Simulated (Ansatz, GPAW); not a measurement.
## A script for SrCl$_{2}$ (PBE in single-zeta orbitals)

These are simulated results from GPAW 26.7.0, not measurements. The cell was built from a prototype and was relaxed with r2SCAN in plane waves (Ansatz 0.2.0). Not every such cell is a known phase. All runs are without spin polarisation.

It is cubic, Fm-3m (No. 225); a = 6.995 Å in the conventional setting, 28.53 Å³ an atom. Sr is surrounded by 8 Cl at 3.03 Å; Cl is surrounded by 4 Sr at 3.03 Å.

The basis is minimal: single zeta, one radial function for each shell that the log's basis lists. It describes the filled bands fairly and the empty ones poorly.

The script, run.py:

```python
import json
from ase import Atoms
from gpaw import GPAW, PW, FermiDirac

atoms = Atoms(['Sr', 'Cl', 'Cl'],
              cell=[[-0.0, 3.497718, 3.497718], [3.497718, 0.0, 3.497718], [3.497718, 3.497718, 0.0]],
              scaled_positions=[[-0.0, 0.0, 0.0], [0.25, 0.25, 0.25], [0.75, 0.75, 0.75]],
              pbc=True)
calc = GPAW(mode='lcao', basis='sz(dzp)', h=0.2, xc='PBE', kpts={'size': (4, 4, 4), 'gamma': True},
            occupations=FermiDirac(0.02), maxiter=100, legacy_gpaw=True, txt='gpaw.txt')
atoms.calc = calc
res = {'energy': atoms.get_potential_energy(force_consistent=True)}
res['electrons'] = calc.get_number_of_electrons()
res['k'] = calc.get_ibz_k_points().tolist()
res['levels'] = [calc.get_eigenvalues(kpt=i).tolist() for i in range(len(res['k']))]
points = [[0.0, 0.0, 0.0], [0.5, 0.0, 0.5], [0.625, 0.25, 0.625], [0.375, 0.375, 0.75], [0.5, 0.5, 0.5], [0.5, 0.25, 0.75], [0.0, 0.5, 0.5]]
bands = calc.fixed_density(kpts=points, symmetry='off', txt='bands.txt')
res['points'] = [bands.get_eigenvalues(kpt=i).tolist() for i in range(len(points))]
json.dump(res, open('results.json', 'w'))
print('free energy (eV):', round(res['energy'], 5))
```

Command: `python run.py`. It took 9 s on 1 thread of Arm Neoverse V2, with other jobs on the host, peak memory 0.16 GiB.

The log gpaw.txt, trimmed of paths, versions and times, then the last line on the terminal. An iter line gives the energy in eV and the logarithms of the changes of orbitals (plane waves alone) and density (c: converged):

```
___ ___ ___ _ _ _
 |   |   |_  | | | |

 | | | | | . | | | |

 |__ |  _|___|_____|  26.7.0
 |___|_|

Input parameters:
  basis: sz(dzp)
  h: 0.2
  kpts: {gamma: True,
         size: (4, 4, 4)}
  maxiter: 100
  mode: lcao
  occupations: {fixmagmom: False,
                name: fermi-dirac,
                width: 0.02}
  xc: PBE

System changes: positions, numbers, cell, pbc, initial_charges, initial_magmoms

Initialize ...

species:
  Sr:
    name:    Strontium
    Z:       38.0
    valence: 10
    core:    28
    charge:  0.0  # [|e|]
    compensation charges:
      type: gauss
      rc: 0.40  # [Å]
      lmax: 2
    cutoffs:
      filter: 2.39  # [Å]
      core: 1.85  # [Å]
    projectors
    | kind |    occ | energy [eV] | rcut [Å] |

    |------|--------|-------------|----------|

    |   4s |  2.000 |     -40.883 |    1.291 |

    |   5s |  2.000 |      -3.525 |    1.291 |

    |   4p |  6.000 |     -22.826 |    1.291 |

    |    p |        |       4.386 |    1.291 |

    |    d |        |       0.000 |    1.254 |

    LCAO basis set for Sr:
      Name: sz(dzp)
      Number of radial functions: 5
      Number of spherical harmonics: 13
        l=0, rc=4.2969 Bohr: 4s-sz confined orbital
        l=0, rc=11.4688 Bohr: 5s-sz confined orbital
        l=1, rc=5.0781 Bohr: 4p-sz confined orbital
        l=1, rc=14.8281 Bohr: 5p-sz confined orbital
        l=2, rc=11.1875 Bohr: 4d-sz confined orbital
      Number of RI-basis functions 0

  Cl:
    name:    Chlorine
    Z:       17.0
    valence: 7
    core:    10
    charge:  0.0  # [|e|]
    compensation charges:
      type: gauss
      rc: 0.25  # [Å]
      lmax: 2
    cutoffs:
      filter: 1.40  # [Å]
      core: 1.49  # [Å]
    projectors
    | kind |    occ | energy [eV] | rcut [Å] |

    |------|--------|-------------|----------|

    |   3s |  2.000 |     -20.689 |    0.794 |

    |   3p |  5.000 |      -8.594 |    0.794 |

    |    s |        |       6.523 |    0.794 |

    |    p |        |      18.617 |    0.794 |

    |    d |        |       0.000 |    0.794 |

    LCAO basis set for Cl:
      Name: sz(dzp)
      Number of radial functions: 2
      Number of spherical harmonics: 4
        l=0, rc=5.1719 Bohr: 3s-sz confined orbital
        l=1, rc=6.2656 Bohr: 3p-sz confined orbital
      Number of RI-basis functions 0

Reference energy: -111606.668799  # eV

Spin-paired calculation

Convergence criteria:
 Maximum [total energy] change in last 3 cyles: 0.0005 eV / valence electron
 Maximum integral of absolute [dens]ity change: 0.0001 electrons / valence electron
 Maximum integral of absolute [eigenst]ate change: 4e-08 eV^2 / valence electron
 Maximum number of scf [iter]ations: 100
 (Square brackets indicate name in SCF output, whereas a 'c' in
 the SCF output indicates the quantity has converged.)

Symmetries present (total): 48

  ( 1  0  0)  ( 1  0  0)  ( 1  0  0)  ( 1  0  0)  ( 1  0 -1)  ( 1  0 -1)
  ( 1  0 -1)  ( 1 -1  0)  ( 0  1  0)  ( 0  0  1)  ( 1  0  0)  ( 1 -1  0)
  ( 1 -1  0)  ( 1  0 -1)  ( 0  0  1)  ( 0  1  0)  ( 1 -1  0)  ( 1  0  0)

  ( 1  0 -1)  ( 1  0 -1)  ( 1 -1  0)  ( 1 -1  0)  ( 1 -1  0)  ( 1 -1  0)
  ( 0  1 -1)  ( 0  0 -1)  ( 1  0  0)  ( 1  0 -1)  ( 0 -1  1)  ( 0 -1  0)
  ( 0  0 -1)  ( 0  1 -1)  ( 1  0 -1)  ( 1  0  0)  ( 0 -1  0)  ( 0 -1  1)

  ( 0  1  0)  ( 0  1  0)  ( 0  1  0)  ( 0  1  0)  ( 0  1 -1)  ( 0  1 -1)
  ( 1  0  0)  ( 0  1 -1)  ( 0  0  1)  (-1  1  0)  ( 1  0 -1)  ( 0  1  0)
  ( 0  0  1)  (-1  1  0)  ( 1  0  0)  ( 0  1 -1)  ( 0  0 -1)  (-1  1  0)

  ( 0  1 -1)  ( 0  1 -1)  ( 0  0  1)  ( 0  0  1)  ( 0  0  1)  ( 0  0  1)
  ( 0  0 -1)  (-1  1  0)  ( 1  0  0)  ( 0  1  0)  ( 0 -1  1)  (-1  0  1)
  ( 1  0 -1)  ( 0  1  0)  ( 0  1  0)  ( 1  0  0)  (-1  0  1)  ( 0 -1  1)

  ( 0  0 -1)  ( 0  0 -1)  ( 0  0 -1)  ( 0  0 -1)  ( 0 -1  1)  ( 0 -1  1)
  ( 1  0 -1)  ( 0  1 -1)  ( 0 -1  0)  (-1  0  0)  ( 1 -1  0)  ( 0  0  1)
  ( 0  1 -1)  ( 1  0 -1)  (-1  0  0)  ( 0 -1  0)  ( 0 -1  0)  (-1  0  1)

  ( 0 -1  1)  ( 0 -1  1)  ( 0 -1  0)  ( 0 -1  0)  ( 0 -1  0)  ( 0 -1  0)
  ( 0 -1  0)  (-1  0  1)  ( 1 -1  0)  ( 0  0 -1)  ( 0 -1  1)  (-1  0  0)
  ( 1 -1  0)  ( 0  0  1)  ( 0 -1  1)  (-1  0  0)  ( 1 -1  0)  ( 0  0 -1)

  (-1  1  0)  (-1  1  0)  (-1  1  0)  (-1  1  0)  (-1  0  1)  (-1  0  1)
  ( 0  1  0)  ( 0  1 -1)  (-1  0  1)  (-1  0  0)  ( 0  0  1)  ( 0 -1  1)
  ( 0  1 -1)  ( 0  1  0)  (-1  0  0)  (-1  0  1)  ( 0 -1  1)  ( 0  0  1)

  (-1  0  1)  (-1  0  1)  (-1  0  0)  (-1  0  0)  (-1  0  0)  (-1  0  0)
  (-1  1  0)  (-1  0  0)  ( 0  0 -1)  ( 0 -1  0)  (-1  1  0)  (-1  0  1)
  (-1  0  0)  (-1  1  0)  ( 0 -1  0)  ( 0  0 -1)  (-1  0  1)  (-1  1  0)

64 k-points: 4 x 4 x 4 Monkhorst-Pack grid + [1/8,1/8,1/8]
8 k-points in the irreducible part of the Brillouin zone
       k-points in crystal coordinates                weights
   0:     0.00000000    0.00000000    0.00000000          1/64
   1:     0.25000000    0.25000000    0.00000000          6/64
   2:     0.25000000    0.25000000    0.25000000          8/64
   3:     0.50000000    0.25000000   -0.25000000          6/64
   4:     0.50000000    0.25000000    0.25000000         12/64
   5:     0.50000000    0.50000000    0.00000000          3/64
   6:     0.50000000    0.50000000    0.25000000         24/64
   7:     0.50000000    0.50000000    0.50000000          4/64

Wave functions: LCAO
  Diagonalizer: Serial LAPACK
  Atomic Correction: dense with blas
  Data-type: complex

Occupation numbers: Fermi-Dirac:
  width: 0.0200  # eV

Eigensolver
   LCAO using direct dense diagonalizer

Densities:
  Coarse grid: 20*20*20 grid
  Fine grid: 40*40*40 grid
  Total Charge: 0.000000

Density mixing:
  Method: separate
  Backend: msr1
  Linear mixing parameter: 0.05
  old densities: 10
  Width of damping distribution: 1.1
  Damping of long wavelength oscillations: 20

Hamiltonian:
  XC and Coulomb potentials evaluated on a 40*40*40 grid
  Using the PBE Exchange-Correlation functional
  Interpolation: tri-quintic (5. degree polynomial)
  Poisson solver: FastPoissonSolver using
    Stencil: 12*3+1=37 point O(h^6) finite-difference Laplacian
    FFT axes: [np.int64(0), np.int64(1), np.int64(2)]
    FST axes: []

XC parameters: PBE with 2 nearest neighbor stencil

Memory estimate:
  Process memory now: 114.10 MiB
  Calculator: 19.00 MiB
    Density: 8.27 MiB
      Arrays: 1.59 MiB
      Localized functions: 5.46 MiB
      Mixer: 1.22 MiB
    Hamiltonian: 1.50 MiB
      Arrays: 1.04 MiB
      XC: 0.00 MiB
      Poisson: 0.00 MiB
      vbar: 0.46 MiB
    Wavefunctions: 9.23 MiB
      C [qnM]: 0.03 MiB
      S, T [2 x qmm]: 0.11 MiB
      P [aqMi]: 0.01 MiB
      BasisFunctions: 9.08 MiB
      Eigensolver: 0.00 MiB

Total number of cores used: 1

Number of atoms: 3
Number of atomic orbitals: 21
Number of bands in calculation: 13
Number of valence electrons: 24
Bands to converge: occupied
Positions:
   0 Sr     0.000000    0.000000    0.000000    ( 0.0000,  0.0000,  0.0000)
   1 Cl     1.748859    1.748859    1.748859    ( 0.0000,  0.0000,  0.0000)
   2 Cl     5.246577    5.246577    5.246577    ( 0.0000,  0.0000,  0.0000)

Unit cell:
           periodic     x           y           z      points  spacing
  1. axis:    yes   -0.000000    3.497718    3.497718    20     0.2019
  2. axis:    yes    3.497718    0.000000    3.497718    20     0.2019
  3. axis:    yes    3.497718    3.497718    0.000000    20     0.2019

  Lengths:   4.946520   4.946520   4.946520
  Angles:   60.000000  60.000000  60.000000

Effective grid spacing dv^(1/3) = 0.2203

iter:   1   -11.737722        c
iter:   2   -11.726788        c -1.42
iter:   3   -11.711782        c -1.45
iter:   4   -11.715082        c -2.12
iter:   5   -11.715480c       c -2.56
iter:   6   -11.715462c       c -3.58
iter:   7   -11.715459c       c -4.08c

Converged after 7 iterations.

Energy contributions relative to reference atoms: (reference = -111606.668799)

Kinetic:        +24.354090
Potential:      -22.453005
External:        +0.000000
XC:             -14.261496
Entropy (-ST):   -0.000000
Local:           +0.644952
SIC:             +0.000000
--------------------------
Free energy:    -11.715459
Extrapolated:   -11.715459

Showing only first 2 kpts
 Kpt  Band  Eigenvalues  Occupancy
  0    10      1.48239    2.00000
  0    11      1.48404    2.00000
  0    12      7.00370    0.00000

  1    10      1.46511    2.00000
  1    11      1.46617    2.00000
  1    12      8.08009    0.00000

Fermi level: 3.96811

Gap: 5.211 eV
Transition (v -> c):
  (s=0, k=5, n=11, [0.50, 0.50, 0.00]) -> (s=0, k=0, n=12, [0.00, 0.00, 0.00])
Direct/indirect transitions are different
Direct gap: 5.520 eV
Transition at: (s=0, k=0, n=11, [0.00, 0.00, 0.00])

free energy (eV): -11.71546
```

The gap in the log is over the mesh alone; results.json adds the listed points. PBE in single-zeta orbitals gives a gap of 5.21 eV. On the same cell, plane-wave PBE (Ansatz, 6×6×6 k points and the special points) gives a gap of 5.31 eV and r2SCAN a gap of 5.94 eV; on shared hosts these took about 1.8 and 4.6 core-seconds on the 3-atom cell, against 9 for the script. Semilocal gaps usually lie below measured ones.
